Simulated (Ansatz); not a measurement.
# TaSnO3: the cost of one run

Computed with Ansatz 0.2.0 (DFT r²SCAN+U (U_eff = 1 eV on Ta d), plane waves, PAW, no spin–orbit coupling unless a run says so, unless a step's input says otherwise).

## Step 1: Starting point

It takes space group Pm-3m (No. 221, cubic). The conventional cell has a = 3.880 Å, b = 3.880 Å, c = 3.880 Å, α = 90.00°, β = 90.00°, γ = 90.00°. Ta (site symmetry m-3m) has 6 O at 1.94 Å as nearest neighbours. Sn (site symmetry m-3m) is surrounded by 12 O at 2.74 Å. O (site symmetry 4/mmm) is surrounded by 2 Ta at 1.94 Å and 4 Sn at 2.74 Å.

As a file:

```cif
data_structure
_symmetry_space_group_name_H-M 'P 1'
_symmetry_Int_Tables_number 1
_cell_length_a 3.8800
_cell_length_b 3.8800
_cell_length_c 3.8800
_cell_angle_alpha 90.000
_cell_angle_beta 90.000
_cell_angle_gamma 90.000
_cell_volume 58.41
loop_
_atom_site_label
_atom_site_type_symbol
_atom_site_fract_x
_atom_site_fract_y
_atom_site_fract_z
_atom_site_occupancy
Ta1 Ta 0.50000 0.50000 0.50000 1
Sn1 Sn 0.00000 0.00000 0.00000 1
O1 O 0.00000 0.50000 0.50000 1
O2 O 0.50000 0.00000 0.50000 1
O3 O 0.50000 0.50000 0.00000 1
```

Magnetic order typed: ferromagnetic.

An earlier series on this cell reached its lowest free state from «from atoms, default search», perhaps among other starts.

## Step 2: Random orbitals: single harmonics, second filling

Input file input.yaml:

```yaml
crystal:
  lattice:
    - [3.88000062, 0.0, 0.0]
    - [0.0, 3.88000062, 0.0]
    - [0.0, 0.0, 3.88000062]
  atoms:
    - { symbol: Ta, position: [0.5, 0.5, 0.5], spin: 1.0 }
    - { symbol: Sn, position: [0.0, 0.0, 0.0] }
    - { symbol: O, position: [0.0, 0.5, 0.5] }
    - { symbol: O, position: [0.5, 0.0, 0.5] }
    - { symbol: O, position: [0.5, 0.5, 0.0] }
basis:
  ecutwfc: 500
  ecutrho_ratio: 4
kpoints:
  mp_grid: { grid: [5, 5, 5] }
hamiltonian:
  xc: r2scan
  hubbard:
    sites:
      - { site: 0, l: d, u_eff: 1.0, starting_ns: [{ spin: up, occupation_matrix: s0up }, { spin: down, occupation_matrix: s0down }] }
    occupation_matrices:
      s0up:
        matrix:
          - [0.02, 0.0, 0.0, 0.0, 0.0]
          - [0.0, 0.02, 0.0, 0.0, 0.0]
          - [0.0, 0.0, 0.97, 0.0, 0.0]
          - [0.0, 0.0, 0.0, 0.02, 0.0]
          - [0.0, 0.0, 0.0, 0.0, 0.02]
      s0down:
        matrix:
          - [0.02, 0.0, 0.0, 0.0, 0.0]
          - [0.0, 0.02, 0.0, 0.0, 0.0]
          - [0.0, 0.0, 0.02, 0.0, 0.0]
          - [0.0, 0.0, 0.0, 0.02, 0.0]
          - [0.0, 0.0, 0.0, 0.0, 0.02]
    ns_hold: until_converged
scf:
  occupations: { method: gaussian, width: 0.05 }
  lower_state_search: "off"
  max_iter: 150
output:
  forces: true
  stress: true
  eigenvalues: true
  populations: true
  hubbard: { sites: [{ site: 0, l: d }] }
magnetization:
  spin_polarized: true
```

The typed matrices put 0.97 on the chosen orbitals and 0.02 on the others, and are held until the SCF converges, then released.

Run with:

```bash
> ansatz run input.yaml --threads 4 --pin off --max-ram 6144MiB --backend cpu --events-out ev --progress --plain --runs-dir out
```

Q: Estimate wall time and peak memory on 4 threads of Arm Neoverse V1, shared host.

About 11 s, with a peak of 0.57 GiB.
